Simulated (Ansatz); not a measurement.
# CrGe (zincblende type): the cost of one run

Method: DFT, PBEsol, PAW with Ansatz's default frozen-core files, scalar-relativistic, in Ansatz 0.2.0.

1 further run of the same task is left out (it didn't finish).

## (1) The system as given

Symmetry: F-43m, No. 216, cubic system. The conventional cell has a = 5.716 Å, b = 5.716 Å, c = 5.716 Å, α = 90.00°, β = 90.00°, γ = 90.00°. Cr (site symmetry -43m) is surrounded by 4 Ge at 2.47 Å. Ge (site symmetry -43m) has 4 Cr at 2.47 Å as nearest neighbours.

Structure file:

```
Cr Ge
1.0
     0.00000    2.85784    2.85784
     2.85784    0.00000    2.85784
     2.85784    2.85784    0.00000
Cr Ge
1 1
Direct
  0.00000 0.00000 0.00000
  0.25000 0.25000 0.25000
```

Whether this phase is the stable one at these pressures isn't tested.

Atoms are numbered in the order of the input: Cr1, Ge2.

## (2) Cell relaxed at zero pressure, PAW

Input file input.yaml:

```yaml
crystal:
  lattice:
    - [0.0, 2.8578412099, 2.8578412099]
    - [2.8578412099, 0.0, 2.8578412099]
    - [2.8578412099, 2.8578412099, 0.0]
  atoms:
    - { symbol: Cr, position: [0.0, 0.0, 0.0], spin: 2.0 }
    - { symbol: Ge, position: [0.25, 0.25, 0.25] }
magnetization:
  spin_polarized: true
kpoints:
  mp_grid: { grid: [12, 12, 12] }
scf:
  occupations: { method: fermi_dirac, width: 0.05 }
hamiltonian:
  xc: pbesol
  pseudopotentials: { kind: paw }
output:
  forces: true
  stress: true
  write_density: true
  write_potential: true
  elf: true
  volumetric_format: npy
relax:
  f_tol: 0.005
  max_steps: 40
  cell: {}
```

On the command line:

```sh
$ ansatz run input.yaml --threads 1 --pin off --max-ram 3072MiB --backend cpu --events-out ev --progress --plain --runs-dir out
```

Q: Estimate wall time and peak memory on 1 thread of Arm Neoverse V2, shared host.

About 61 s, with a peak of 0.47 GiB.
